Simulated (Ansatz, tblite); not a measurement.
**The cluster Cd10Te10H28: a ladder of methods and basis sets**

How do method and basis change the picture of the cluster Cd10Te10H28 (singlet)?

Program: Ansatz 0.2.0, Gaussian basis. Level of theory: as each input shows. These are calculated values, not measurements.

Levels to be run: GFN1-xTB, GFN2-xTB, PBE-D4/def2-TZVP, r2SCAN-D4/def2-TZVP, PBE-D4/def2-SVP, PBE0-D4/def2-SVP.

1 further run of the same task is left out (set aside as unsound or not needed).

## 1. The geometry

The singlet was relaxed beforehand with PBE-D4/def2-SVP, loosely relaxed.

48 atoms, charge 0, spin multiplicity 1.

Bond lengths: Cd1–Te12 2.948 Å, Cd1–Te13 2.822 Å, Cd1–H21 1.698 Å, Cd2–Te11 2.981 Å, Cd2–Te15 3.093 Å, Cd2–H24 1.707 Å, Cd2–H26 1.867 Å, Cd3–Te14 3.064 Å, Cd3–Te16 3.105 Å, Cd3–H25 1.698 Å, Cd3–H26 1.814 Å, Cd4–Te12 3.049 Å, Cd4–Te17 3.092 Å, Cd4–Te18 2.858 Å, Cd4–H27 1.712 Å, Cd5–Cd10 3.317 Å, Cd5–Te14 3.268 Å, Cd5–H28 1.680 Å and more. Angles: Te12–Cd1–Te13 98.8°, Te12–Cd1–H21 120.9°, Te13–Cd1–H21 140.3°, Te11–Cd2–Te15 100.2°, Te11–Cd2–H24 118.7°, Te11–Cd2–H26 93.5°, Te15–Cd2–H24 110.2°, Te15–Cd2–H26 87.6°, H24–Cd2–H26 137.9°, Te14–Cd3–Te16 87.1°, Te14–Cd3–H25 113.4°, Te14–Cd3–H26 89.9°, Te16–Cd3–H25 110.3°, Te16–Cd3–H26 89.0°, H25–Cd3–H26 149.7°, Te12–Cd4–Te17 84.9°, Te12–Cd4–Te18 101.2°, Te12–Cd4–H27 111.5° and more.

Cd, Te take a core potential in the def2 sets. No spin-orbit coupling is included.

PBE0-D4/def2-TZVP was run before; its log isn't repeated, and its numbers join the tables.

## 2. GFN1-xTB

Tight binding, by tblite at 300 K electronic temperature and without a spin-polarisation term:

```python
tblite.interface.Calculator('GFN1-xTB', numbers, positions, charge=0, uhf=0).singlepoint()
```

Energy -1679.2421 eV, HOMO -9.31 eV, LUMO -5.92 eV; 0.16 s.

## 3. GFN2-xTB

Tight binding, by tblite at 300 K electronic temperature and without a spin-polarisation term:

```python
tblite.interface.Calculator('GFN2-xTB', numbers, positions, charge=0, uhf=0).singlepoint()
```

Energy -1397.8236 eV, HOMO -10.16 eV, LUMO -6.86 eV; 0.28 s.

## 4. PBE-D4/def2-TZVP

start.molden holds the orbitals of an earlier run on this state, given as this run's starting guess.

in.yaml

```yaml
crystal:
  periodic: [false, false, false]
  atoms:
    - {symbol: Cd, position_ang: [-4.446874, 2.281258, 0.316357]}
    - {symbol: Cd, position_ang: [-0.962633, -3.834067, 2.541224]}
    - {symbol: Cd, position_ang: [1.662407, -4.059900, 0.271299]}
    - {symbol: Cd, position_ang: [-0.613500, 3.619361, -2.992005]}
    - {symbol: Cd, position_ang: [3.565016, -2.795335, -3.602596]}
    - {symbol: Cd, position_ang: [-1.156580, -0.917134, -0.332211]}
    - {symbol: Cd, position_ang: [-1.000512, 2.775425, 2.388753]}
    - {symbol: Cd, position_ang: [3.612876, 0.924737, 2.467298]}
    - {symbol: Cd, position_ang: [2.370885, 1.887449, -0.285933]}
    - {symbol: Cd, position_ang: [5.218838, -1.328860, -1.128868]}
    - {symbol: Te, position_ang: [-3.090409, -2.486901, 0.945780]}
    - {symbol: Te, position_ang: [-2.259210, 1.523798, -1.509235]}
    - {symbol: Te, position_ang: [-3.427415, 1.166285, 2.699862]}
    - {symbol: Te, position_ang: [0.804947, -2.158200, -1.972223]}
    - {symbol: Te, position_ang: [-0.053614, -1.486967, 4.338142]}
    - {symbol: Te, position_ang: [3.622853, -1.834141, 1.190764]}
    - {symbol: Te, position_ang: [0.467128, 1.219762, -4.614404]}
    - {symbol: Te, position_ang: [1.250064, 4.397879, -0.969226]}
    - {symbol: Te, position_ang: [3.360551, 0.575296, -2.611485]}
    - {symbol: Te, position_ang: [0.478638, 0.596693, 1.447401]}
    - {symbol: H, position_ang: [-5.790647, 3.153154, -0.247103]}
    - {symbol: H, position_ang: [-5.930053, -0.028586, -0.620238]}
    - {symbol: H, position_ang: [-3.763461, -2.733837, 4.590454]}
    - {symbol: H, position_ang: [-1.384374, -5.182377, 3.499302]}
    - {symbol: H, position_ang: [2.525630, -5.413126, -0.283277]}
    - {symbol: H, position_ang: [0.395093, -3.347389, 1.355819]}
    - {symbol: H, position_ang: [-1.588921, 4.557154, -4.040831]}
    - {symbol: H, position_ang: [2.932821, -2.862974, -5.157293]}
    - {symbol: H, position_ang: [-0.824173, 4.418750, 2.784469]}
    - {symbol: H, position_ang: [-2.448374, 5.045916, 0.552200]}
    - {symbol: H, position_ang: [3.690588, 0.894002, 4.156555]}
    - {symbol: H, position_ang: [3.862510, 1.889409, 0.921428]}
    - {symbol: H, position_ang: [4.490887, -2.942023, -2.130712]}
    - {symbol: H, position_ang: [6.871355, -0.964226, -1.351360]}
    - {symbol: H, position_ang: [-2.935231, -3.662071, -0.252770]}
    - {symbol: H, position_ang: [-5.399671, -0.517530, -0.343631]}
    - {symbol: H, position_ang: [-3.309402, 1.135471, -2.770986]}
    - {symbol: H, position_ang: [-4.015530, -2.010464, 4.514789]}
    - {symbol: H, position_ang: [-4.337794, 2.201852, 3.667982]}
    - {symbol: H, position_ang: [-0.185401, -3.208658, -2.833489]}
    - {symbol: H, position_ang: [-0.760937, -2.253160, 5.679156]}
    - {symbol: H, position_ang: [-1.475088, -0.604794, 4.127633]}
    - {symbol: H, position_ang: [4.870837, -2.665789, 1.954363]}
    - {symbol: H, position_ang: [-0.785578, 1.600257, -5.702447]}
    - {symbol: H, position_ang: [1.518806, 2.122679, -5.569746]}
    - {symbol: H, position_ang: [2.409517, 4.744013, -2.140395]}
    - {symbol: H, position_ang: [-2.651616, 4.875293, -0.171843]}
    - {symbol: H, position_ang: [4.614741, 1.692619, -2.776733]}
basis:
  gaussian: {orbitals: def2-TZVP, fitting: {mean_field: def2-universal-jkfit}, initial_orbitals: start.molden}
hamiltonian: {xc: pbe, dispersion: d4}
scf: {omitted_lower_state_checks: [starts]}
output: {forces: true, orbitals: {seedname: orbitals}}
```

Run with:

```console
> ansatz run in.yaml --threads 11 --pin off --events-out ev --progress --plain --max-ram 174080MiB --backend cuda --devices 0, --max-vram 75GiB
```

Further steps of the session: r2SCAN-D4/def2-TZVP; PBE-D4/def2-SVP; PBE0-D4/def2-SVP.

**Question.** What will the summary of the whole plan be? Wanted: gap in def2-TZVP, named functionals, smallest and largest; binding an atom, functionals in def2-TZVP; PBE0 total energy, smallest basis above largest.

The runs gave:

| quantity | value |
| --- | --- |
| gap in def2-TZVP, named functionals, smallest and largest | 3.06 eV (PBE-D4), 4.66 eV (PBE0-D4) |
| binding an atom, functionals in def2-TZVP | 1.90 (PBE0-D4) to 1.92 eV (r2SCAN-D4) |
| PBE0 total energy, smallest basis above largest | 14.19 eV (def2-SVP, def2-TZVP) |

In words: Over the named functionals in def2-TZVP the gap runs from 3.06 eV (PBE-D4) to 4.66 eV (PBE0-D4); exact exchange widens it.
